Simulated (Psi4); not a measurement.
**SiHF3 (SMILES F[SiH](F)F) at HF/def2-SVPD**

What is the vertical ionisation energy of SiHF3 at HF/def2-SVPD? Input form: a Python script.

The calculation is run with Psi4 1.11.

1 further run of the same task is left out (set aside as unsound or not needed).

## Step 1: The molecule

The species is SiHF3 (5 atoms), meant as a singlet with charge 0. SMILES: `F[SiH](F)F`. The shape is that of a PBE0-D4/def2-TZVP optimisation.

Bond lengths: F1–Si2 1.573 Å, Si2–F3 1.573 Å, Si2–F4 1.573 Å, Si2–H5 1.461 Å. Angles: F1–Si2–F3 108.3°, F1–Si2–F4 108.3°, F3–Si2–F4 108.3°, F1–Si2–H5 110.7°, F3–Si2–H5 110.7°, F4–Si2–H5 110.7°.

## Step 2: Energy and forces at HF/def2-SVPD

f3hsi.xyz reads:

```xyz
5
F3HSi
F     -0.447100    -0.082200     1.491300
Si     0.040700     0.001700    -0.001800
F     -0.597100     1.281400    -0.657200
F     -0.495900    -1.263300    -0.767200
H      1.499400     0.062400    -0.065100
```

job.py reads:

```python
import psi4

psi4.set_memory(1600000000)
psi4.set_num_threads(1)
psi4.core.set_output_file('psi4.out', False)

with open('f3hsi.xyz') as f:
    atoms = ''.join(f.readlines()[2:])
m = psi4.geometry('0 1\n' + atoms + 'symmetry c1\nno_reorient\nno_com')

psi4.set_options({
    'basis': 'def2-SVPD',
    'puream': True,
    'e_convergence': 1e-09,
    'd_convergence': 1e-08,
    'scf_type': 'pk',
})

energy_value, wavefunction = psi4.gradient("hf", return_wfn=True)
psi4.oeprop(wavefunction, "WIBERG_LOWDIN_INDICES", "QUADRUPOLE", "LOWDIN_CHARGES")
print('gradient / Eh bohr^-1')
print(energy_value.np.round(6))
print(f'energy = {wavefunction.energy():.10f} Eh')
for k, v in sorted(psi4.core.scalar_variables().items()):
    print(f'{k:45s} {v:18.10f}')
```

Command:

```console
$ python job.py
```

psi4.out, shortened:

```text
[...]
  Running in c1 symmetry.
[...]
  Nuclear repulsion =  188.407850402666924
[...]
  Multiplicity = 1
[...]
  Nalpha       = 21
  Nbeta        = 21
[...]
    Number of basis functions: 101
[...]
   @RHF iter   1:  -587.62649902836881   -7.56433e-01   4.79819e-03 DIIS/ADIIS
[...]
   @RHF iter  10:  -587.71006357816702   -1.02318e-12   3.26717e-09 DIIS
[...]
    Orbital Energies [Eh]
    ---------------------
    Doubly Occupied:
       1A    -68.913355     2A    -26.326252     3A    -26.326230
       4A    -26.326208     5A     -6.264619     6A     -4.378044
       7A     -4.378042     8A     -4.375374     9A     -1.629131
      10A     -1.598422    11A     -1.598388    12A     -0.841501
      13A     -0.763465    14A     -0.763451    15A     -0.744927
      16A     -0.710479    17A     -0.710477    18A     -0.683765
      19A     -0.683747    20A     -0.667611    21A     -0.566830
[...]
  @RHF Final Energy:  -587.71006357816702
   => Energetics <=
    Nuclear Repulsion Energy =            188.4078504026669236
    One-Electron Energy =               -1193.7351895201884417
    Two-Electron Energy =                 417.6172755393545231
    Total Energy =                       -587.7100635781670235
[...]
  -Total Gradient:
     Atom            X                  Y                   Z
    ------   -----------------  -----------------  -----------------
       1        0.004664026850     0.000642543748    -0.010536798036
       2       -0.019275104925    -0.000792324262     0.000753823641
       3        0.005755109966    -0.009008569210     0.004588457732
       4        0.005038905695     0.009001420820     0.005361104810
       5        0.003817062415     0.000156928905    -0.000166588147
[...]
 Multipole Moments:
 ------------------------------------------------------------------------------------
     Multipole            Electronic (a.u.)      Nuclear  (a.u.)        Total (a.u.)
 ------------------------------------------------------------------------------------
 L = 1.  Multiply by 2.5417464519 to convert [e a0] to [Debye]
 Dipole X            :         22.9089691          -22.2830836            0.6258856
 Dipole Y            :          0.9533661           -0.9272886            0.0260775
 Dipole Z            :         -0.9945747            0.9671618           -0.0274129
 Magnitude           :                                                    0.6270281
 L = 2.  Multiply by 1.3450342976 to convert [e a0^2] to [Debye ang]
 Quadrupole XX       :        -53.8866930           33.8982754          -19.9884177
 Quadrupole XY       :          3.0330596           -2.9375059            0.0955537
[...]
```

On the terminal:

```text
gradient / Eh bohr^-1
[[ 0.004664  0.000643 -0.010537]
 [-0.019275 -0.000792  0.000754]
 [ 0.005755 -0.009009  0.004588]
 [ 0.005039  0.009001  0.005361]
 [ 0.003817  0.000157 -0.000167]]
energy = -587.7100635782 Eh
CURRENT ENERGY                                   -587.7100635782
CURRENT REFERENCE ENERGY                         -587.7100635782
DD SOLVATION ENERGY                                 0.0000000000
HF KINETIC ENERGY                                 586.8641322797
HF POTENTIAL ENERGY                             -1174.5741958579
HF TOTAL ENERGY                                  -587.7100635782
HF VIRIAL RATIO                                     2.0014414432
NUCLEAR REPULSION ENERGY                          188.4078504027
ONE-ELECTRON ENERGY                             -1193.7351895202
PCM POLARIZATION ENERGY                             0.0000000000
PE ENERGY                                           0.0000000000
SCF ITERATION ENERGY                             -587.7100635782
SCF ITERATIONS                                     10.0000000000
SCF TOTAL ENERGY                                 -587.7100635782
TWO-ELECTRON ENERGY                               417.6172755394
```

It took 6.6 s on 1 thread of Intel Xeon Platinum 8488C (Sapphire Rapids), shared host; peak memory 0.38 GiB.

## Step 3: The doublet cation, same level

f3hsi.py reads:

```python
import psi4

psi4.set_memory('1600 MB')
psi4.set_num_threads(1)
psi4.core.set_output_file('run.log', False)

mol = psi4.geometry("""
1 2
F     -0.447100    -0.082200     1.491300
Si     0.040700     0.001700    -0.001800
F     -0.597100     1.281400    -0.657200
F     -0.495900    -1.263300    -0.767200
H      1.499400     0.062400    -0.065100
units angstrom
symmetry c1
no_reorient
no_com
""")

psi4.set_options({
    'basis': 'def2-SVPD',
    'reference': 'uhf',
    'puream': True,
    'e_convergence': 1e-09,
    'd_convergence': 1e-08,
    'scf_type': 'pk',
    'maxiter': 100,
})

e_tot, wfn = psi4.gradient('hf', return_wfn=True)
psi4.oeprop(wfn, 'MULLIKEN_CHARGES', 'LOWDIN_CHARGES', 'MAYER_INDICES', title='HF')
print('gradient / Eh bohr^-1')
print(e_tot.np.round(6))
print(f'energy = {wfn.energy():.10f} Eh')
```

Command:

```console
$ python f3hsi.py
```

run.log, shortened:

```text
[...]
  Running in c1 symmetry.
[...]
  Nuclear repulsion =  188.407850402666924
[...]
  Multiplicity = 2
[...]
  Nalpha       = 21
  Nbeta        = 20
[...]
    Number of basis functions: 101
[...]
   @UHF iter   1:  -587.04324765538479   -1.73181e-01   5.24376e-03 ADIIS/DIIS
[...]
   @UHF iter  13:  -587.18574280783139   -3.63798e-11   8.66031e-09 DIIS
[...]
   @S^2 Observed:                7.590992885E-01
[...]
  @UHF Final Energy:  -587.18574280783139
   => Energetics <=
    Nuclear Repulsion Energy =            188.4078504026669236
    One-Electron Energy =               -1181.7549577414615669
    Two-Electron Energy =                 406.1613645309631693
    Total Energy =                       -587.1857428078315024
  UHF NO Occupations:
  HONO-2 :   19  A 1.9992576
  HONO-1 :   20  A 1.9970012
[...]
 Multipole Moments:
 ------------------------------------------------------------------------------------
     Multipole            Electronic (a.u.)      Nuclear  (a.u.)        Total (a.u.)
 ------------------------------------------------------------------------------------
 L = 1.  Multiply by 2.5417464519 to convert [e a0] to [Debye]
 Dipole X            :         24.1346657          -22.2830836            1.8515822
 Dipole Y            :          1.0043637           -0.9272886            0.0770751
 Dipole Z            :         -1.0477422            0.9671618           -0.0805804
 Magnitude           :                                                    1.8549367
[...]
  -Total Gradient:
     Atom            X                  Y                   Z
    ------   -----------------  -----------------  -----------------
       1       -0.034149423247    -0.001925142875     0.013190025039
       2        0.197801878355     0.008240211786    -0.008664757688
       3       -0.035307417776     0.008846154506    -0.003860052905
       4       -0.034510200764    -0.011256719608    -0.004735293905
       5       -0.093834836569    -0.003904503810     0.004070079459
[...]
```

On the terminal:

```text
gradient / Eh bohr^-1
[[-0.034149 -0.001925  0.01319 ]
 [ 0.197802  0.00824  -0.008665]
 [-0.035307  0.008846 -0.00386 ]
 [-0.03451  -0.011257 -0.004735]
 [-0.093835 -0.003905  0.00407 ]]
energy = -587.1857428078 Eh
```

It took 7.5 s on 1 thread of Intel Xeon Platinum 8488C (Sapphire Rapids), shared host; peak memory 0.38 GiB.

## Step 4: Summary of results

Level: HF/def2-SVPD.

```
                                          quantity          value
                       singlet SiHF3: total energy  -587.71006 Eh
                      singlet SiHF3: dipole moment         1.59 D
                        singlet SiHF3: HOMO energy      -15.42 eV
                        singlet SiHF3: LUMO energy        2.39 eV
                      singlet SiHF3: HOMO–LUMO gap       17.82 eV
           singlet SiHF3: largest force on an atom     0.993 eV/Å
                      doublet cation: total energy  -587.18574 Eh
doublet cation: HOMO energy (highest over α and β)      -24.95 eV
 doublet cation: LUMO energy (lowest over α and β)      -13.18 eV
                              doublet cation: ⟨S²⟩          0.759
          doublet cation: largest force on an atom    10.190 eV/Å
vertical ionisation energy (to the doublet cation)      14.267 eV
```

What this shows: The vertical ionisation energy comes to 14.27 eV (329 kcal/mol). The largest force (singlet SiHF3) is 0.99 eV/Å: the shape isn't a stationary point for this species at this level. The negative HOMO energy of the first species, 15.42 eV, lies 1.16 eV above that difference.
